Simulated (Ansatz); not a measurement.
# AlFH3OSi: the cost of one run

Program: Ansatz 0.2.0. Level of theory: UKS BHLYP/def2-SVP. These are calculated values, not measurements.

**1. The system as given**

Bond lengths: F1–Al2 1.868 Å, Al2–O3 1.858 Å, O3–Si4 1.780 Å, Si4–H5 1.488 Å, Si4–H6 1.503 Å, Si4–H7 1.427 Å. Angles: F1–Al2–O3 120.9°, Al2–O3–Si4 103.6°, O3–Si4–H5 105.2°, O3–Si4–H6 107.2°, O3–Si4–H7 112.8°, H5–Si4–H6 106.9°, H5–Si4–H7 111.7°, H6–Si4–H7 112.7°.

Structure file:

```xyz
7

F     1.0334   -2.6310    1.1399
Al   -0.4844   -1.5464    1.0369
O    -0.9204   -0.6645   -0.5387
Si   -0.0136    0.8628   -0.4289
H    -0.3617    1.6120   -1.6665
H    -0.5868    1.6372    0.7252
H     1.3948    0.6618   -0.3135
```

**2. Relaxing end A**

input.yaml reads:

```yaml
crystal:
  periodic: [false, false, false]
  atoms:
    - { symbol: F, position_ang: [1.0334, -2.631, 1.1399] }
    - { symbol: Al, position_ang: [-0.4844, -1.5464, 1.0369] }
    - { symbol: O, position_ang: [-0.9204, -0.6645, -0.5387] }
    - { symbol: Si, position_ang: [-0.0136, 0.8628, -0.4289] }
    - { symbol: H, position_ang: [-0.3617, 1.612, -1.6665] }
    - { symbol: H, position_ang: [-0.5868, 1.6372, 0.7252] }
    - { symbol: H, position_ang: [1.3948, 0.6618, -0.3135] }
magnetization:
  spin_polarized: true
  initial_magnetization: 1
basis:
  gaussian: { orbitals: def2-SVP }
hamiltonian:
  xc: { name: BHLYP }
relax:
  f_tol: 0.02
  max_steps: 50
output:
  orbitals: {}
```

Run with:

```
$ ansatz run input.yaml --threads 2 --pin off --max-ram 3072MiB --backend cpu --events-out ev --progress --plain --runs-dir out
```

**Question.** How long does this run take on 2 threads of Intel Xeon Platinum 8259CL at 2.50GHz (Skylake/Cascade Lake), shared host, and how much memory does it need?

About 37 s, with a peak of 0.22 GiB.
